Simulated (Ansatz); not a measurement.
# BeBr+ (quintet): wave-function methods side by side, cc-pVDZ

How much of the correlation energy of BeBr+ (quintet) does each wave-function method recover here?

The runs use Ansatz 0.2.0, Gaussian basis; cc-pVDZ, core rule «outside noble gas», up to 15 orbitals frozen.

Plan: UHF; CCSD(T) on ROHF; CCSD(T) on UHF; BCCD(T) on ROHF; CISD; CCSDT(Q) on ROHF; CCSDT(Q) on UHF.

18 further runs of the same task are left out: 7 for a known fault of the program, 5 that didn't finish, 6 set aside as unsound or not needed.

## (1) The system

The geometry is a PBE0/def2-TZVP stationary point (not a proven minimum) of the parent state, kept for this charge and spin. No spin-orbit coupling is included. The filled d shell of Br may be among the frozen orbitals whatever the setting's name suggests; the logs give the count.

2 atoms, charge 1, spin multiplicity 5.

Atoms are counted from 1 here; the program's logs count them from 0.

Bond lengths: Br1–Be2 2.283 Å.

## (2) UHF

File in.yaml:

```yaml
crystal:
  periodic: [false, false, false]
  atoms:
    - {symbol: Br, position_ang: [0.000000, 0.000000, 0.000000]}
    - {symbol: Be, position_ang: [0.000000, 0.000000, 2.283200]}
basis:
  gaussian: {orbitals: cc-pVDZ}
total_charge: 1
magnetization: {spin_polarized: true, initial_magnetization: 4}
hamiltonian: {xc: hf}
output: {orbitals: {seedname: orbitals}}
```

Command:

```bash
$ ansatz run in.yaml --threads 1 --pin off --events-out ev --progress --plain --max-ram 2393MiB
```

The runs that follow: CCSD(T) on ROHF; CCSD(T) on UHF; BCCD(T) on ROHF; CISD; CCSDT(Q) on ROHF; CCSDT(Q) on UHF.

Q: Predict the results of all the runs planned. Wanted: UCCSDT(Q) below the RHF energy; RMP2 from UCCSDT(Q); UMP2 from UCCSDT(Q); RCCSD from UCCSDT(Q); RCCSD(T) from UCCSDT(Q); UCCSD(T) from UCCSDT(Q); RCCSDT(Q) from UCCSDT(Q); T1 diagnostic.

The runs gave:

| quantity | value |
| --- | --- |
| UCCSDT(Q) below the RHF energy | -2.9203 eV |
| RMP2 from UCCSDT(Q) | +558.2 meV |
| UMP2 from UCCSDT(Q) | +574.0 meV |
| RCCSD from UCCSDT(Q) | +64.8 meV |
| RCCSD(T) from UCCSDT(Q) | +23.2 meV |
| UCCSD(T) from UCCSDT(Q) | +14.6 meV |
| RCCSDT(Q) from UCCSDT(Q) | +8.2 meV |
| levels within 1 kcal/mol (43 meV) | RCCSD(T), UCCSD(T), BCCD(T), RCCSDT, UCCSDT, RCCSDT(Q) |
| T1 diagnostic | 0.013 |

What this shows: RCCSD(T) misses by +23.2 meV, 0.8 % of the correlation energy. These misses are within one basis, not against nature; the frozen cores of restricted and unrestricted runs differ, which can shift their rows.
